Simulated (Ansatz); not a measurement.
# C2H9BOSi: up Jacob's ladder to CCSD(T)

An exercise on one series of results from a longer session: the logs are not shown, and one member is left open.

Computed with Ansatz 0.2.0, Gaussian basis. Level: functionals in def2-TZVPP, the program's frozen cores in correlated methods.

The runs, in order: PBE-D4, r2SCAN-D4, PBE0-D4, B3LYP-D4, ωB97X-V, ωB97M-V, B2PLYP; CCSD(T)/def2-TZVPP; MP2/def2-QZVPP; extrapolation to the limit.

**The geometry**

All runs share one geometry, relaxed beforehand with PBE0-D4 in a triple-zeta def2 set.

SMILES `B[SiH2]COC`, 14 atoms, charge 0, spin multiplicity 1.

Atoms are counted from 1 here; the program's logs count them from 0.

Bond lengths: B1–Si2 2.010 Å, B1–H6 1.197 Å, B1–H7 1.197 Å, Si2–C3 1.891 Å, Si2–H8 1.492 Å, Si2–H9 1.492 Å, C3–O4 1.406 Å, C3–H10 1.103 Å, C3–H11 1.103 Å, O4–C5 1.401 Å, C5–H12 1.091 Å, C5–H13 1.099 Å, C5–H14 1.099 Å. Angles: Si2–B1–H6 123.5°, Si2–B1–H7 119.6°, H6–B1–H7 116.9°, B1–Si2–C3 112.9°, B1–Si2–H8 108.6°, B1–Si2–H9 108.6°, C3–Si2–H8 109.5°, C3–Si2–H9 109.5°, H8–Si2–H9 107.5°, Si2–C3–O4 110.0°, Si2–C3–H10 109.4°, Si2–C3–H11 109.4°, O4–C3–H10 110.9°, O4–C3–H11 110.9°, H10–C3–H11 106.1°, C3–O4–C5 112.6°, O4–C5–H12 107.7°, O4–C5–H13 111.4° and more.

Set-up of the first run:

Contents of in.yaml:

```yaml
crystal:
  periodic: [false, false, false]
  atoms:
    - {symbol: B, position_ang: [-0.456908, 0.906818, 2.796062]}
    - {symbol: Si, position_ang: [-1.088882, 0.181869, 1.031470]}
    - {symbol: C, position_ang: [0.310423, -0.029160, -0.222203]}
    - {symbol: O, position_ang: [-0.199060, -0.538657, -1.429956]}
    - {symbol: C, position_ang: [0.795398, -0.717827, -2.401104]}
    - {symbol: H, position_ang: [0.686092, 1.174819, 3.029290]}
    - {symbol: H, position_ang: [-1.246404, 1.088599, 3.676573]}
    - {symbol: H, position_ang: [-2.119199, 1.108065, 0.476462]}
    - {symbol: H, position_ang: [-1.749057, -1.135782, 1.267066]}
    - {symbol: H, position_ang: [1.078951, -0.700909, 0.196137]}
    - {symbol: H, position_ang: [0.808278, 0.942045, -0.382806]}
    - {symbol: H, position_ang: [0.315435, -1.112338, -3.297363]}
    - {symbol: H, position_ang: [1.562170, -1.428808, -2.062707]}
    - {symbol: H, position_ang: [1.289864, 0.232166, -2.648020]}
basis:
  gaussian: {orbitals: def2-TZVPP}
hamiltonian: {xc: pbe, dispersion: d4}
output: {forces: true, orbitals: {seedname: orbitals}}
```

Started as:

```
ansatz run in.yaml --threads 4 --pin off --events-out ev --progress --plain --max-ram 10444MiB
```

Steps of the session up to this table: PBE-D4 (GGA); r2SCAN-D4 (meta-GGA); PBE0-D4 (hybrid); B3LYP-D4 (hybrid); ωB97X-V (range-separated); ωB97M-V (range-separated); B2PLYP (double hybrid); CCSD(T) in def2-TZVPP; MP2 in def2-QZVPP.

One table of the session follows, with a row left open; its other results are not shown here.

| method | atomisation energy (kJ/mol) |
| --- | --- |
| PBE-D4 | 4949.4 |
| r2SCAN-D4 | 4903.6 |
| PBE0-D4 | ? |
| B3LYP-D4 | 4900.8 |
| ωB97X-V | 4912.3 |
| ωB97M-V | 4904.1 |
| B2PLYP | 4841.1 |
| HF/def2-TZVPP | 3660.9 |
| MP2/def2-TZVPP | 4805.9 |
| CCSD/def2-TZVPP | 4716.3 |
| CCSD(T)/def2-TZVPP | 4771.6 |
| MP2/CBS | 4918.0 |
| CCSD(T)/CBS | 4883.7 |

Q: Estimate the row for PBE0-D4 from the others.

As computed: atomisation energy (kJ/mol): 4890.9. In the column «atomisation energy (kJ/mol)» it lies between CCSD(T)/CBS (4883.7) and B3LYP-D4 (4900.8).

Among the levels timed on like hardware and quicker than the yardstick, those that no quicker one beats, quickest first: PBE-D4 (3.2 s, +65.7 kJ/mol); PBE0-D4 (3.6 s, +7.2 kJ/mol).

B2PLYP carry no dispersion term (for B3LYP, D4 adds 38.7 kJ/mol).
